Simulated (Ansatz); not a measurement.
**CH₅NSn + H₂: a complex and its separated parts**

The complex below is one end of an elementary step. How strongly is it bound against its free parts?

Program: Ansatz 0.2.0, Gaussian basis. Level of theory: PBE0-D4/def2-TZVP structures, single points in def2-TZVPP, no counterpoise correction. These are calculated values, not measurements.

Levels: SPW92, PBE-D4, BLYP-D4, r2SCAN-D4, B97M-V, PBE0-D4, B3LYP-D4, r2SCAN0-D4, BHLYP-D4, CAM-B3LYP-D4, wB97X-V, wB97M-V, B2PLYP, PBE-QIDH, RPA on PBE, Hartree-Fock, MP2, CCSD, CCSD(T).

Correlated methods freeze the cores. Filled d shells of the heavier atoms are correlated. Core potentials replace the inner electrons past krypton, and spin-orbit coupling is left out. B3LYP uses VWN-RPA correlation. B2PLYP carries no dispersion term here.

50 further runs of the same task are left out: 50 set aside as unsound or not needed. Runs told in other sessions of the task aren't counted.

### 1 Where the work starts

The complex: 10 atoms, charge 0, spin multiplicity 1.

Atoms are counted from 1 here; the program's logs count them from 0.

Bond lengths: Sn1–N3 1.893 Å, Sn1–H6 1.694 Å, Sn1–H7 1.714 Å, H2–H5 0.751 Å, N3–C4 1.442 Å, C4–H8 1.098 Å, C4–H9 1.100 Å, C4–H10 1.098 Å. Angles: N3–Sn1–H6 118.1°, N3–Sn1–H7 126.8°, H6–Sn1–H7 115.1°, Sn1–N3–C4 121.9°, N3–C4–H8 109.2°, N3–C4–H9 117.3°, N3–C4–H10 109.3°, H8–C4–H9 107.2°, H8–C4–H10 106.0°, H9–C4–H10 107.2°.

Coordinates:

```xyz
10
charge 0, multiplicity 1
Sn   -1.3537   -1.1717    0.7086
H     2.4218    0.0995    0.7964
N     0.1209   -0.2971   -0.0944
C    -0.0515    0.8294   -0.9786
H     3.0875    0.3529    1.0336
H    -1.0416   -2.4865    1.7307
H    -3.0112   -0.7815    0.5096
H     0.5183    1.6844   -0.5900
H    -1.0790    1.1773   -1.1593
H     0.3886    0.5930   -1.9568
```

Its parts: CH₅NSn holds atoms 1, 3, 4, 6, 7, 8, 9, 10; H₂ holds atoms 2, 5. Each part counts its atoms afresh in its own runs.

### 2 Relaxing CH₅NSn alone

Contents of relax-a/in.yaml:

```yaml
crystal:
  periodic: [false, false, false]
  atoms:
    - {symbol: Sn, position_ang: [-1.353662, -1.171673, 0.708642]}
    - {symbol: N, position_ang: [0.120875, -0.297074, -0.094374]}
    - {symbol: C, position_ang: [-0.051475, 0.829449, -0.978619]}
    - {symbol: H, position_ang: [-1.041627, -2.486453, 1.730742]}
    - {symbol: H, position_ang: [-3.011198, -0.781459, 0.509575]}
    - {symbol: H, position_ang: [0.518306, 1.684448, -0.590013]}
    - {symbol: H, position_ang: [-1.079014, 1.177341, -1.159277]}
    - {symbol: H, position_ang: [0.388552, 0.592956, -1.956785]}
basis:
  gaussian: {orbitals: def2-TZVP}
hamiltonian: {xc: pbe0, dispersion: d4}
relax: {f_tol: 0.005, max_steps: 200}
```

Run with:

```console
$ ansatz run in.yaml --threads 4 --pin off --events-out ev --progress --plain --max-ram 9574MiB
```

The runs that follow: Relaxing H₂ alone; SPW92/def2-TZVPP; PBE-D4/def2-TZVPP; BLYP-D4/def2-TZVPP; r2SCAN-D4/def2-TZVPP; B97M-V/def2-TZVPP; PBE0-D4/def2-TZVPP; B3LYP-D4/def2-TZVPP; r2SCAN0-D4/def2-TZVPP; BHLYP-D4/def2-TZVPP; CAM-B3LYP-D4/def2-TZVPP; wB97X-V/def2-TZVPP; wB97M-V/def2-TZVPP; B2PLYP/def2-TZVPP; PBE-QIDH/def2-TZVPP; RPA on PBE/def2-TZVPP; CCSD(T)/def2-TZVPP; Vibrations of CH₅NSn; Vibrations of H₂.

**Question.** What will these runs give? Wanted: complex less parts, CCSD(T)/def2-TZVPP; with zero-point energy; largest T1 diagnostic.

**Answer**, as computed:

| quantity | value |
| --- | --- |
| complex less parts, CCSD(T)/def2-TZVPP | -1.14 kcal/mol |
| with zero-point energy | +0.33 kcal/mol |
| largest T1 diagnostic | 0.021 |

What this shows: At CCSD(T) the complex lies 1.14 kcal/mol below its parts. Among the functionals PBE-QIDH lands nearest to CCSD(T) (-0.03 kcal/mol) and SPW92 farthest (-1.56 kcal/mol). Mean unsigned error by rung: LDA 1.56, GGA 0.35, meta-GGA 0.15, hybrid 0.29, range-separated hybrid 0.28, double hybrid 0.13 kcal/mol. The double hybrids carry no dispersion term here, unlike the levels marked D4 or V. PBE-D4 gives a relative energy 0.54 kcal/mol too low, an error of 48 % of the reference. No counterpoise was applied, and triple zeta lacks some correlation, so the CCSD(T) reference has a basis error of its own, and close matches with it are partly luck. The restricted Hartree–Fock reference is unstable towards an unrestricted one at one or more of these structures.
